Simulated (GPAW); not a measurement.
ZnMo3, 4 atoms in the cell. The structure is cubic, space group Pm-3m (No. 221). The conventional cell has a = 3.943 Å, b = 3.943 Å, c = 3.943 Å, α = 90.00°, β = 90.00°, γ = 90.00°. Mo (site symmetry 4/mmm) has 8 Mo at 2.79 Å and 4 Zn at 2.79 Å as nearest neighbours. Zn (site symmetry m-3m) is surrounded by 12 Mo at 2.79 Å. The cell comes from a database or a generator and needn't be the stable form of this composition.

| Item | Value |
| --- | --- |
| Program | GPAW 26.7.0 |
| Task | equation of state |
| Functional | PBE |
| Potentials or basis | GPAW PAW data sets (gpaw-data 1.2.1) |
| Cutoff | 600 eV |
| Basis | pw |
| k mesh | 7 × 7 × 7 |
| Occupations | fermi-dirac, width 0.05 eV |
| Spin | no spin polarisation |
| Maxiter | 150 |
| Eos scales | [0.94, 0.96, 0.98, 1.0, 1.02, 1.04, 1.06] |

Potentials or basis: GPAW PAW data sets (gpaw-data 1.2.1), pw.

The run is started by

```sh
$ OMP_NUM_THREADS=1 python run.py
```

Hardware: 1 thread of Arm Neoverse V2, with other jobs on the host.

Problem. How long does it take, and how much memory?

Solution. Wall time 4 min on 1 thread of Arm Neoverse V2, with other jobs on the host, peak memory 0.36 GiB. Counts: scf iterations 77, plane waves 1945, bands 47, k points 20.
